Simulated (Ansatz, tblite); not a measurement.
**Sn26H30 bond sphere (Sn₂₆H₃₀): one state, many levels**

How do method and basis change the picture of Sn26H30 bond sphere (Sn₂₆H₃₀) (singlet)?

The runs use Ansatz 0.2.0, Gaussian basis; as each input shows.

The runs, in order: GFN1-xTB, GFN2-xTB, PBE-D4/def2-SVP, r2SCAN-D4/def2-SVP, LDA/def2-SVP, PBE0-D4/def2-TZVP, PBE-D4/def2-TZVP, MP2/def2-SVP.

1 further run of the same task is left out (set aside as unsound or not needed). Runs told in other sessions of the task aren't counted.

## Step 1: The geometry

The singlet was relaxed beforehand with PBE-D4/def2-SVP.

56 atoms, charge 0, spin multiplicity 1.

Bond lengths: Sn1–Sn14 2.825 Å, Sn1–Sn15 2.828 Å, Sn1–Sn17 2.830 Å, Sn1–H27 1.747 Å, Sn2–Sn14 2.822 Å, Sn2–Sn16 2.821 Å, Sn2–Sn18 2.826 Å, Sn2–H28 1.746 Å, Sn3–Sn14 2.822 Å, Sn3–Sn19 2.822 Å, Sn3–H29 1.738 Å, Sn3–H30 1.739 Å, Sn4–Sn17 2.830 Å, Sn4–Sn19 2.826 Å, Sn4–Sn20 2.825 Å, Sn4–H31 1.746 Å, Sn5–Sn18 2.825 Å, Sn5–Sn19 2.822 Å and more. Angles: Sn14–Sn1–Sn15 110.8°, Sn14–Sn1–Sn17 109.4°, Sn14–Sn1–H27 109.1°, Sn15–Sn1–Sn17 110.2°, Sn15–Sn1–H27 108.8°, Sn17–Sn1–H27 108.4°, Sn14–Sn2–Sn16 110.9°, Sn14–Sn2–Sn18 108.9°, Sn14–Sn2–H28 108.6°, Sn16–Sn2–Sn18 109.6°, Sn16–Sn2–H28 109.9°, Sn18–Sn2–H28 108.9°, Sn14–Sn3–Sn19 109.0°, Sn14–Sn3–H29 110.4°, Sn14–Sn3–H30 110.1°, Sn19–Sn3–H29 109.7°, Sn19–Sn3–H30 110.5°, H29–Sn3–H30 107.1° and more.

Sn takes a core potential in the def2 sets. No spin-orbit coupling is included.

PBE0-D4/def2-SVP was run before; its log isn't repeated, and its numbers join the tables.

## Step 2: GFN1-xTB

Tight binding, by tblite at 300 K electronic temperature and without a spin-polarisation term:

```python
tblite.interface.Calculator('GFN1-xTB', numbers, positions, charge=0, uhf=0).singlepoint()
```

Energy -2232.1483 eV, HOMO -10.24 eV, LUMO -9.25 eV; 0.53 s.

## Step 3: GFN2-xTB

Tight binding, by tblite at 300 K electronic temperature and without a spin-polarisation term:

```python
tblite.interface.Calculator('GFN2-xTB', numbers, positions, charge=0, uhf=0).singlepoint()
```

Energy -1923.6209 eV, HOMO -10.66 eV, LUMO -10.12 eV; 1.2 s.

## Step 4: PBE-D4/def2-SVP

start.molden holds the orbitals of an earlier run on this state, given as this run's starting guess.

in.yaml reads:

```yaml
crystal:
  periodic: [false, false, false]
  atoms:
    - {symbol: Sn, position_ang: [-2.410701, -2.448950, -0.845557]}
    - {symbol: Sn, position_ang: [-2.465403, 0.784052, -4.076482]}
    - {symbol: Sn, position_ang: [-5.731859, 0.814612, -0.814943]}
    - {symbol: Sn, position_ang: [-2.443698, 0.852890, 2.420646]}
    - {symbol: Sn, position_ang: [-2.434510, 4.098450, -0.808767]}
    - {symbol: Sn, position_ang: [0.815946, -2.428146, -4.109481]}
    - {symbol: Sn, position_ang: [0.807105, -5.734404, -0.816540]}
    - {symbol: Sn, position_ang: [0.841018, -2.412605, 2.461401]}
    - {symbol: Sn, position_ang: [4.067134, -2.481382, -0.776815]}
    - {symbol: Sn, position_ang: [0.822339, 0.818416, -0.820025]}
    - {symbol: Sn, position_ang: [0.798939, 4.086467, 2.451567]}
    - {symbol: Sn, position_ang: [4.108903, 0.807971, 2.427907]}
    - {symbol: Sn, position_ang: [0.823920, 0.828547, 5.730070]}
    - {symbol: Sn, position_ang: [-4.094798, -0.823582, -2.426740]}
    - {symbol: Sn, position_ang: [-0.776439, -4.085666, -2.472116]}
    - {symbol: Sn, position_ang: [-0.829048, -0.807785, -5.733472]}
    - {symbol: Sn, position_ang: [-0.810066, -0.809318, 0.815209]}
    - {symbol: Sn, position_ang: [-0.847239, 2.427585, -2.442936]}
    - {symbol: Sn, position_ang: [-4.092051, 2.462421, 0.784485]}
    - {symbol: Sn, position_ang: [-0.808077, 2.442239, 4.088192]}
    - {symbol: Sn, position_ang: [-0.813410, 5.733330, 0.823623]}
    - {symbol: Sn, position_ang: [2.446744, -0.853154, -2.424450]}
    - {symbol: Sn, position_ang: [2.412522, -4.103080, 0.834672]}
    - {symbol: Sn, position_ang: [2.469918, -0.775199, 4.091813]}
    - {symbol: Sn, position_ang: [5.728426, -0.837835, 0.803247]}
    - {symbol: Sn, position_ang: [2.439058, 2.443228, 0.839700]}
    - {symbol: H, position_ang: [-3.393866, -3.471854, 0.173206]}
    - {symbol: H, position_ang: [-3.493575, 1.798301, -5.056819]}
    - {symbol: H, position_ang: [-6.749902, -0.160739, 0.201482]}
    - {symbol: H, position_ang: [-6.778936, 1.779900, -1.812592]}
    - {symbol: H, position_ang: [-3.453132, -0.167235, 3.415813]}
    - {symbol: H, position_ang: [-3.438927, 5.101125, -1.824875]}
    - {symbol: H, position_ang: [1.828748, -3.428808, -5.119273]}
    - {symbol: H, position_ang: [-0.229600, -6.744871, 0.145677]}
    - {symbol: H, position_ang: [1.812971, -6.788889, -1.765461]}
    - {symbol: H, position_ang: [-0.187510, -3.385840, 3.483845]}
    - {symbol: H, position_ang: [5.044410, -3.513447, -1.790139]}
    - {symbol: H, position_ang: [1.812197, 5.076457, 3.471375]}
    - {symbol: H, position_ang: [5.126346, 1.818092, 3.423672]}
    - {symbol: H, position_ang: [-0.160608, -0.191295, 6.736176]}
    - {symbol: H, position_ang: [1.783908, 1.820043, 6.787775]}
    - {symbol: H, position_ang: [-5.092986, -1.838073, -3.437276]}
    - {symbol: H, position_ang: [-1.799416, -5.073579, -3.484682]}
    - {symbol: H, position_ang: [-1.800827, -1.795514, -6.783691]}
    - {symbol: H, position_ang: [0.149141, 0.209703, -6.747979]}
    - {symbol: H, position_ang: [0.167121, 3.418523, -3.462502]}
    - {symbol: H, position_ang: [-5.084558, 3.477548, 1.799833]}
    - {symbol: H, position_ang: [-1.819748, 3.459462, 5.082792]}
    - {symbol: H, position_ang: [-1.801035, 6.772193, 1.807751]}
    - {symbol: H, position_ang: [0.186248, 6.761743, -0.158178]}
    - {symbol: H, position_ang: [3.483672, 0.158464, -3.399839]}
    - {symbol: H, position_ang: [3.427267, -5.102186, 1.844200]}
    - {symbol: H, position_ang: [3.484743, -1.790189, 5.085109]}
    - {symbol: H, position_ang: [6.793807, -1.799268, 1.784570]}
    - {symbol: H, position_ang: [6.728547, 0.143725, -0.225251]}
    - {symbol: H, position_ang: [3.430850, 3.457403, -0.178923]}
basis:
  gaussian: {orbitals: def2-SVP, fitting: {mean_field: def2-universal-jkfit}, initial_orbitals: start.molden}
hamiltonian: {xc: pbe, dispersion: d4}
scf: {omitted_lower_state_checks: [starts]}
output: {forces: true, orbitals: {seedname: orbitals}}
```

Launch:

```console
$ ansatz run in.yaml --threads 11 --pin off --events-out ev --progress --plain --max-ram 174080MiB --backend cuda --devices 0, --max-vram 75GiB
```

The runs that follow: r2SCAN-D4/def2-SVP; LDA/def2-SVP; PBE0-D4/def2-TZVP; PBE-D4/def2-TZVP; MP2/def2-SVP.

Before running them: what should the planned runs give, taken together? Wanted: gap in def2-SVP, named functionals, smallest and largest; correlation energy, MP2/def2-SVP; binding an atom, functionals in def2-SVP; PBE0 total energy, smallest basis above largest.

As calculated:

| quantity | value |
| --- | --- |
| gap in def2-SVP, named functionals, smallest and largest | 2.61 eV (LDA), 4.18 eV (PBE0-D4) |
| correlation energy, MP2/def2-SVP | -78.81 eV |
| binding an atom, functionals in def2-SVP | 2.51 (r2SCAN-D4) to 2.92 eV (LDA) |
| PBE0 total energy, smallest basis above largest | 4.48 eV (def2-SVP, def2-TZVP) |

**Reading.** Over the named functionals in def2-SVP the gap runs from 2.61 eV (LDA) to 4.18 eV (PBE0-D4); exact exchange widens it.
